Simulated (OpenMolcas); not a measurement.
**Pt³⁺ among point charges: CASSCF and CASPT2 levels and susceptibility**

How does a field of 6 point charges split the states of Pt³⁺, and what χT follows?

Method: state-averaged CASSCF and CASPT2, spin-orbit coupling by RASSI with atomic mean-field integrals. Code: OpenMolcas 26.06.

**1. The atom as given**

- Species: Pt³⁺ (platinum, Z = 78, 75 electrons)
- Basis: ANO-RCC-VDZP [7s6p4d2f], 59 functions
- Scalar Hamiltonian: DKH2, point nucleus
- Inactive shells: 1s 2s 2p 3s 3p 3d 4s 4p 4d 4f 5s 5p
- Active space: 7 electrons in 5 orbitals (5d)
- Some configurations of this space: 5d7
- Orbitals: optimised for each spin and parity, averaged over all roots

The outer shells:

5d7
```
5d [↑↓][↑↓][↑ ][↑ ][↑ ]
```

The ion sits among 6 point charges of -0.98 e arranged as an octahedron (Oh), 1.84 Å from the ion.

The work runs as a chain of OpenMolcas steps in one folder; each step below is one input file. Labels, J, g values, rates, χT and fits are worked out afterwards by a script from the matrices that RASSI stores. The input lists half of the charges; inversion (Group=XYZ) makes the rest.

**2. GATEWAY and SEWARD: basis and integrals**

The input, a.inp:

```
&GATEWAY
Coord
1

Pt 0.0 0.0 0.0
Basis=ANO-RCC-VDZP
Group=XYZ
NoMove
AngMom=0.0 0.0 0.0
AMFI
XField
3 Angstrom 0
1.840000 0.000000 0.000000 -0.980000
0.000000 1.840000 0.000000 -0.980000
0.000000 0.000000 1.840000 -0.980000
&SEWARD
```

**3. CASSCF: quartets of even parity, 10 roots**

The input, a.inp:

```
&RASSCF
FileOrb=start.orb
Symmetry=1
Spin=4
nActEl=7 0 0
Inactive=15 19
Ras2=5 0
CIRoot=10 10 1
SDav=10
CIMx=300
Iter=120 100
PrWF=0.3
OrbListing=Nothing
MaxOrb=0
>>> COPY $Project.JobIph JOB001
```

start.orb holds the contracted functions of the basis, ordered by shell, or the orbitals of the step before.

**4. CASSCF: doublets of even parity, 40 roots**

The input, a.inp:

```
&RASSCF
FileOrb=start.orb
Symmetry=1
Spin=2
nActEl=7 0 0
Inactive=15 19
Ras2=5 0
CIRoot=40 40 1
SDav=40
CIMx=300
Iter=120 100
PrWF=0.3
OrbListing=Nothing
MaxOrb=0
>>> COPY $Project.JobIph JOB002
```

**5. State interaction with spin-orbit coupling**

The input, a.inp:

```
&RASSI
NrOfJobIphs=2 10 40
1 2 3 4 5 6 7 8 9 10
1 2 3 4 5 6 7 8 9 10 11 12 13 14 15 16 17 18 19 20 21 22 23 24 25 26 27
28 29 30 31 32 33 34 35 36 37 38 39 40
IphNames
JOB001
JOB002
EJob
SpinOrbit
DIPRint=1.0
SOCoupling=1000.0
Subsets=2
Property=9
'ANGMOM' 1 'ANGMOM' 2 'ANGMOM' 3 'MLTPL  1' 1 'MLTPL  1' 2 'MLTPL  1' 3
'AMFI' 1 'AMFI' 2 'AMFI' 3
SOProperty=3
'ANGMOM' 1 'ANGMOM' 2 'ANGMOM' 3
```

**6. CASPT2: IPEA 0.25, imaginary shift 0.1 (closed shells correlated: 5s 5p)**

The input, a.inp:

```
>>> COPY JOB001 $Project.JobIph
&CASPT2
Multistate=10 1 2 3 4 5 6 7 8 9 10
NoMult
Frozen=14 16
IPEA=0.25
Imaginary=0.1
MaxIter=60
WThr=0.0 0.3 0.05
PrWF=0.5
NoMix
>>> COPY JOB002 $Project.JobIph
&CASPT2
Multistate=40 1 2 3 4 5 6 7 8 9 10 11 12 13 14 15 16 17 18 19 20 21 22
23 24 25 26 27 28 29 30 31 32 33 34 35 36 37 38 39 40
NoMult
Frozen=14 16
IPEA=0.25
Imaginary=0.1
MaxIter=60
WThr=0.0 0.3 0.05
PrWF=0.5
NoMix
```

(Steps that only read results are left out.)

**Question.** What will these runs give? Wanted: spin-free ground state; first state of the same spin within the active space; lowest level; next level.

**Answer**, as computed:

```
                                            quantity                                                                        value
                                              method  SS-CASPT2, IPEA 0.25, imaginary shift 0.1 (closed shells correlated: 5s 5p)
                              spin-free ground state                                              4T1, 3-fold in its orbital part
first state of the same spin within the active space                                                             4T2 at 7410 cm⁻¹
                                        lowest level                                              2-fold Γ6, g = 4.88, 4.88, 4.88
                                          next level                                                                   933.2 cm⁻¹
                                         χT at 300 K                                                               3.34 cm³ K/mol
                           effective moment at 300 K                                                                      5.17 μB
```

Cost by method:

```
                                              method  time of its own steps  time with the reference
                                           A. CASSCF                   20 s                     20 s
B. SS-CASPT2, IPEA 0.25, imaginary shift 0.1, +5s 5p                  5.1 s                     25 s
```

Times are of one thread on a shared host.

The spin-free ground state (4T1) comes to 97 % from free-ion F terms and keeps the highest spin of the shell. χT at 300 K is 3.34, against 1.88 cm³ K/mol for the spin alone, so orbital moment adds to it. An active space of the d shell alone favours high spin; real ions in strong fields can be low spin. A ligand-field fit to the states below 45000 cm-1 gives 10Dq = 8265 cm-1, B = 762 cm-1 and C = 3437 cm-1 (C/B = 4.51), with a deviation of 365 cm-1. CASPT2 does not keep the components of a term degenerate, and the means are used. The field of point charges can differ much from that of real complexes. With metal d orbitals alone active, the gaps between spin states are rough; where two lie within a few thousand cm-1, their order is open. Point charges carry no covalency, so the field is a model and not that of real ligands.
